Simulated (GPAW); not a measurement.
# BF3 (boron trifluoride) at PBEsol/plane waves (scalar-relativistic datasets, plane-wave cutoff 600 eV)

Wanted: the atomisation energy of BF3 (boron trifluoride). The job is set up through an ASE script.

Program for the calculation: GPAW 26.7.0.

5 further runs of the same task are left out: 2 that didn't finish, 3 set aside as unsound or not needed. Runs told in other sessions of the task aren't counted.

## 1. The system as given

BF3: 4 atoms, total charge 0, spin state singlet. As SMILES, `FB(F)F`. The coordinates come from a GFN2-xTB relaxation.

Bond lengths: F1–B2 1.300 Å, B2–F3 1.300 Å, B2–F4 1.300 Å. Angles: F1–B2–F3 120.0°, F1–B2–F4 120.0°, F3–B2–F4 120.0°.

## 2. The atomisation energy at PBEsol/plane waves (scalar-relativistic datasets, plane-wave cutoff 600 eV)

atomise.py

```python
from ase import Atoms
from ase.io.zmatrix import parse_zmatrix
from gpaw import GPAW, PW, setup_paths
from gpaw.atom.configurations import parameters
from gpaw.atom.generator import Generator

molecule = parse_zmatrix("""
F
B 1 1.300076
F 2 1.300146 1 120.00666
F 2 1.300178 1 120.00162 3 -179.87559
""")
molecule.center(vacuum=5.0)

for symbol in ["B", "F"]:
    Generator(symbol, xcname="PBEsol", scalarrel=True, nofiles=True, txt=None).run(**parameters[symbol])
setup_paths.insert(0, ".")

calc = GPAW(mode=PW(600),
            xc="PBEsol",
            occupations={"name": "fermi-dirac", "width": 0.02},
            maxiter=100,
            symmetry="off",
            txt="-")
molecule.calc = calc

xcs = ["M06-L", "MGGA_X_R2SCAN+MGGA_C_R2SCAN", "GGA_X_SOGGA11+GGA_C_SOGGA11", "revTPSS"]
e = molecule.get_potential_energy()
e_mol = {"PBEsol": e}
for xc in xcs:
    e_mol[xc] = e + calc.get_xc_difference(xc)

e_atom = {}
for symbol in sorted(set(molecule.symbols)):
    atom = Atoms(symbol, cell=molecule.cell, pbc=molecule.pbc)
    atom.center()
    atom.calc = GPAW(mode={"name": "pw", "ecut": 600},
                     hund=True,
                     maxiter=150,
                     symmetry="off",
                     xc="PBEsol",
                     txt=f'{symbol}_atom.txt')
    e = atom.get_potential_energy()
    e_atom[symbol] = {"PBEsol": e}
    for xc in xcs:
        e_atom[symbol][xc] = e + atom.calc.get_xc_difference(xc)

atomisation = {xc: sum(e_atom[x][xc] for x in molecule.symbols) - e_mol[xc] for xc in e_mol}
for xc, de in atomisation.items():
    print(f'{xc:32} {de:9.3f} eV')
```

Launch:

```sh
python3 atomise.py
```

The log of the run:

```text
[...]
  mode=PW(ecut=600.0),
[...]
Number of symmetries: 1
[...]
  Number of IBZ points: 1
[...]
Cutoff: 600.0 eV
Spin-components: 1 (collinear spins)
Bands:           16
[...]
  Valence electrons: 24.0
[...]
  Grid points: [70 70 60]
  Charge: 0.0  # |e|
[...]
    cutoffs:
[...]
occupation numbers:
  Fermi-Dirac:
[...]
xc functional:
  name: PBEsol with 2 nearest neighbor stencil
[...]
|iter     |     time |      energy | eigst |  dens |
[...]
|iter:   1| 00:00:01 |  -24.932884 | +0.22 |       |
[...]
|iter:  10| 00:00:13 |  -23.819319c| -7.99c| -5.09c|
Converged in 10 steps
[...]
Energy contributions relative to reference atoms: (reference = -8783.896781)
Energy contributions:
  Kinetic:          34.552839
  Coulomb:         -35.407864
  Zero:              0.661362
  External:          0.000000
  Xc:              -23.625655
  Entropy:          -0.000000
  Spinorbit:         0.000000
  ----------------------------
  Free energy:     -23.819319
  Extrapolated:    -23.819319
dipole moment: (-0.000030, 0.000056, 0.000706)  # |e|*Ang
Fermi level: -6.515
Eigenvalues  # (at kpt = [0.000, 0.000, 0.000])
| band index |      eig [eV] | occ [0-2] |
|------------|---------------|-----------|
|          0 |       -31.798 |     2.000 |
|        ... |               |           |
|          4 |       -13.777 |     2.000 |
|          5 |       -13.776 |     2.000 |
|          6 |       -12.864 |     2.000 |
|          7 |       -10.943 |     2.000 |
|          8 |       -10.942 |     2.000 |
|          9 |       -10.784 |     2.000 |
|         10 |       -10.783 |     2.000 |
|         11 |        -9.778 |     2.000 |
|         12 |        -0.594 |     0.000 |
|         13 |        -0.042 |     0.000 |
[...]
Gap: 9.185 eV
Transition (v -> c):
[...]
vacuum-level: 0.230  # V
PBEsol                              21.842 eV
M06-L                               20.026 eV
MGGA_X_R2SCAN+MGGA_C_R2SCAN         20.505 eV
GGA_X_SOGGA11+GGA_C_SOGGA11         20.858 eV
revTPSS                             19.960 eV
```

Run time: 79 s. Hardware: 1 thread of Arm Neoverse V2, shared host; peak memory 1.3 GiB.

## 3. Outcome

Level: PBEsol/plane waves (scalar-relativistic datasets, plane-wave cutoff 600 eV).

| quantity | value |
| --- | --- |
| energy as printed (from the program's reference atoms) | -23.8193 eV |
| dipole moment | 0.00 D |
| HOMO energy (shifted to the vacuum level, unlike the log) | -10.01 eV |
| LUMO energy (shifted to the vacuum level, unlike the log) | -0.82 eV |
| HOMO–LUMO gap | 9.18 eV |
| atomisation energy (program's own) | 21.84 eV |
